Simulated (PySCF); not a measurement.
**C4H12N2Si: electronic excitations**

Aim: predict the electronic excitations of C4H12N2Si (`N[SiH2]NC1CCC1`).

Computed with PySCF 2.14.0, with density-fitted response routines of our own, on a single molecule in the gas phase. Atoms count from 0, in the outputs and in this text.

### Step 1. The molecule as given

19 atoms, charge 0, multiplicity 1; geometry from: GFN2-xTB.

Bonds of the start (Å): N0–Si1 1.72, Si1–N2 1.73, N2–C3 1.43, C3–C4 1.55, C4–C5 1.54, C5–C6 1.54, C6–C3 1.54, N0–H7 1.01, N0–H8 1.01, Si1–H9 1.46, Si1–H10 1.47, N2–H11 1.01, C3–H12 1.09, C4–H13 1.09, C4–H14 1.09, C5–H15 1.09, C5–H16 1.09, C6–H17 1.09, C6–H18 1.09.

### Step 2. Excited states and response: wB97X-D/def2-SVPD

What the job is given:

```
{"job": {"kind": "uv", "xc": "wB97X-D", "basis": "def2-SVPD", "nstates": 8, "ntriplets": 3}, "charge": 0, "multiplicity": 1}
N      3.526838     0.404958     0.685146
Si     2.214458     0.109239    -0.389491
N      0.711282    -0.016205     0.450734
C     -0.508190    -0.446416    -0.159273
C     -1.461776     0.623601    -0.744089
C     -2.633083    -0.051606    -0.015417
C     -1.636429    -0.897926     0.790617
H      3.684018    -0.240134     1.441615
H      3.707476     1.344524     0.995206
H      2.428437    -1.203194    -0.995825
H      2.290665     1.207485    -1.361971
H      0.533930     0.637081     1.201876
H     -0.257418    -1.209526    -0.897512
H     -1.238102     1.617927    -0.360779
H     -1.526018     0.668542    -1.828828
H     -3.277756     0.606206     0.563983
H     -3.250318    -0.651603    -0.680398
H     -1.487417    -0.526563     1.803365
H     -1.830401    -1.967139     0.833465
```

Method: TDDFT wB97X-D/def2-SVPD, vertical, gas phase, core orbitals frozen in the response.

On the command line:

```bash
OMP_NUM_THREADS=1 python probes_run.py task.json out
```

One launch serves the whole session: the jobs run in the order shown.

Predict these results of the whole session: lowest singlet (wB97X-D/def2-SVPD); brightest single state of those computed; lowest triplet; surface potential, 1st and 99th percentile.

As calculated:

| quantity | value |
| --- | --- |
| lowest singlet (wB97X-D/def2-SVPD) | 6.31 eV (196 nm), f = 0.010 |
| brightest single state of those computed | state 6, 7.64 eV, f = 0.057 |
| lowest triplet | 6.22 eV |
| surface potential, 1st and 99th percentile | -1.21 V and 1.47 V |

What this shows: The lowest singlet, at 6.31 eV, is HOMO→LUMO 0.81, HOMO→LUMO+3 0.09 and is weak; of the 8 states computed, the strongest absorption comes from state 6 at 7.64 eV. The lowest triplet lies 0.09 eV below the lowest singlet (triplets in Tamm-Dancoff, singlets in full TDDFT).
